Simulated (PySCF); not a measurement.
# C5H7B: the cost of one run

Computed with PySCF 2.14.0, with density-fitted response routines of our own, on a single molecule in the gas phase. Atoms count from 0, in the outputs and in this text.

## (1) The starting structure

13 atoms, charge 0, multiplicity 1; geometry from: GFN2-xTB. The atoms were then displaced at random by about 0.01 Å, so the start is not that level's minimum.

Bonds of the start (Å): B0–C1 1.72, C1–C2 1.43, C2–C3 1.35, C3–C4 1.37, C4–C5 1.42, C5–C1 1.47, B0–H6 1.17, B0–H7 1.16, C1–H8 1.10, C2–H9 1.08, C3–H10 1.10, C4–H11 1.07, C5–H12 1.07.

## (2) Relaxing the molecule at PBE0-D3(BJ)/def2-SVP

The job: settings as JSON, then the geometry in Å.

```
{"job": {"xc": "PBE0", "basis": "def2-SVP", "d3": "d3bj", "grid": 1, "shake": 0.01, "kind": "geom"}, "charge": 0, "multiplicity": 1}
B      1.449310     0.035710    -0.432070
C      0.443330    -0.233510     0.934190
C     -0.596450    -1.129530     0.544610
C     -1.396190    -0.494850    -0.344140
C     -0.992330     0.796770    -0.546280
C      0.177640     1.027220     0.227800
H      2.536010     0.414330    -0.222530
H      1.206680    -0.533260    -1.416380
H      1.026200    -0.314510     1.857700
H     -0.648500    -2.155230     0.881240
H     -2.276370    -0.957580    -0.825820
H     -1.426360     1.524670    -1.194980
H      0.502850     2.002890     0.526330
```

Command:

```bash
> OMP_NUM_THREADS=1 python probes_run.py task.json out
```

One launch serves the whole session: the jobs run in the order shown.

Q: Estimate the wall time and peak memory of this first job on 1 thread of Arm Neoverse V1, shared host.

About 46 s, with a peak of 0.48 GiB.
